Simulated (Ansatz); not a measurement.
# MgAu4: the cost of one run

Method: DFT PBE, scalar-relativistic, plane waves, PAW, in Ansatz 0.2.0.

## 1. The starting structure

The structure is cubic, space group Pm-3m (No. 221). Conventional cell: a = 5.707 Å, b = 5.707 Å, c = 5.707 Å, α = 90.00°, β = 90.00°, γ = 90.00°. Mg (site symmetry m-3m) is surrounded by 6 Au at 2.85 Å. Au (site symmetry 4/mmm) has 2 Mg at 2.85 Å as nearest neighbours. Around Au (site symmetry m-3m) lie 12 Au at 4.04 Å.

Coordinates:

```
Mg Au
1.0
     5.70652    0.00000    0.00000
     0.00000    5.70652    0.00000
     0.00000    0.00000    5.70652
Mg Au
1 4
Direct
  0.00000 0.00000 0.00000
  0.50000 0.00000 0.00000
  0.00000 0.50000 0.00000
  0.00000 0.00000 0.50000
  0.50000 0.50000 0.50000
```

The cell is invented: random cell by space group and Wyckoff sites (Pm-3m, No. 221). The dimensions are guesses.

## 2. Probe: one point on a coarse mesh

Contents of input.yaml:

```yaml
crystal:
  lattice:
    - [5.70652382, 0.0, 0.0]
    - [0.0, 5.70652382, 0.0]
    - [0.0, 0.0, 5.70652382]
  atoms:
    - { symbol: Mg, position: [0.0, 0.0, 0.0] }
    - { symbol: Au, position: [0.5, 0.0, 0.0] }
    - { symbol: Au, position: [0.0, 0.5, 0.0] }
    - { symbol: Au, position: [0.0, 0.0, 0.5] }
    - { symbol: Au, position: [0.5, 0.5, 0.5] }
basis:
  ecutwfc: 420
kpoints:
  mp_grid: { grid: [4, 4, 4] }
hamiltonian:
  xc: pbe
scf:
  occupations: { method: gaussian, width: 0.1 }
  lower_state_search: "off"
output:
  forces: true
  stress: true
  eigenvalues: true
```

The run is started by

```sh
$ ansatz run input.yaml --threads 1 --pin off --max-ram 2048MiB --backend cpu --events-out ev --progress --plain --runs-dir out
```

Q: Estimate wall time and peak memory on 1 thread of Intel Xeon 6975P-C (Granite Rapids), shared host.

About 2.2 s, with a peak of 0.45 GiB.
